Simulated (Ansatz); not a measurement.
# Nb3CdB: the cost of one run

Computed with Ansatz 0.2.0 (DFT PBE, scalar-relativistic, plane waves, PAW, unless a step's input says otherwise).

2 further runs of the same task are left out: 1 that didn't finish, 1 set aside as unsound or not needed.

**1. The system as given**

The structure is orthorhombic, space group Pmmm (No. 47). The conventional cell has a = 4.065 Å, b = 4.232 Å, c = 4.755 Å, α = 90.00°, β = 90.00°, γ = 90.00°. Nb (site symmetry mmm) is surrounded by 2 Cd at 2.38 Å and 4 Nb at 2.47 Å. Nb (site symmetry mm2) has 4 Nb at 2.21 to 2.55 Å and 2 Cd at 2.39 Å and 2 B at 2.40 Å as nearest neighbours. Cd (site symmetry mmm) has 6 Nb at 2.38 to 2.39 Å as nearest neighbours. B (site symmetry mmm) has 4 Nb at 2.40 Å as nearest neighbours.

As a file:

```cif
data_structure
_symmetry_space_group_name_H-M 'P 1'
_symmetry_Int_Tables_number 1
_cell_length_a 4.0654
_cell_length_b 4.2316
_cell_length_c 4.7552
_cell_angle_alpha 90.000
_cell_angle_beta 90.000
_cell_angle_gamma 90.000
_cell_volume 81.80
loop_
_atom_site_label
_atom_site_type_symbol
_atom_site_fract_x
_atom_site_fract_y
_atom_site_fract_z
_atom_site_occupancy
Nb1 Nb 0.00000 0.00000 0.00000 1
Nb2 Nb 0.00000 0.50000 0.26775 1
Nb3 Nb 0.00000 0.50000 0.73225 1
Cd1 Cd 0.00000 0.00000 0.50000 1
B1 B 0.50000 0.50000 0.00000 1
```

A structure generator made this guess: random cell by space group and Wyckoff sites (Pmmm, No. 47). The dimensions are guesses.

**2. The guess as it stands, on a coarse mesh**

File input.yaml:

```yaml
crystal:
  lattice:
    - [4.0653892, 0.0, 0.0]
    - [0.0, 4.23160425, 0.0]
    - [0.0, 0.0, 4.75521644]
  atoms:
    - { symbol: Nb, position: [0.0, 0.0, 0.0] }
    - { symbol: Nb, position: [0.0, 0.5, 0.26774541] }
    - { symbol: Nb, position: [0.0, 0.5, 0.73225459] }
    - { symbol: Cd, position: [0.0, 0.0, 0.5] }
    - { symbol: B, position: [0.5, 0.5, 0.0] }
basis:
  ecutwfc: 420
kpoints:
  mp_grid: { grid: [4, 4, 4] }
hamiltonian:
  xc: pbe
scf:
  occupations: { method: gaussian, width: 0.1 }
  lower_state_search: "off"
output:
  forces: true
  stress: true
  eigenvalues: true
```

Run with:

```sh
$ ansatz run input.yaml --threads 1 --pin off --max-ram 2560MiB --backend cpu --events-out ev --progress --plain --runs-dir out
```

What time and memory should one allow on 1 thread of Arm Neoverse V1, shared host?

About 4.8 s, with a peak of 0.37 GiB.
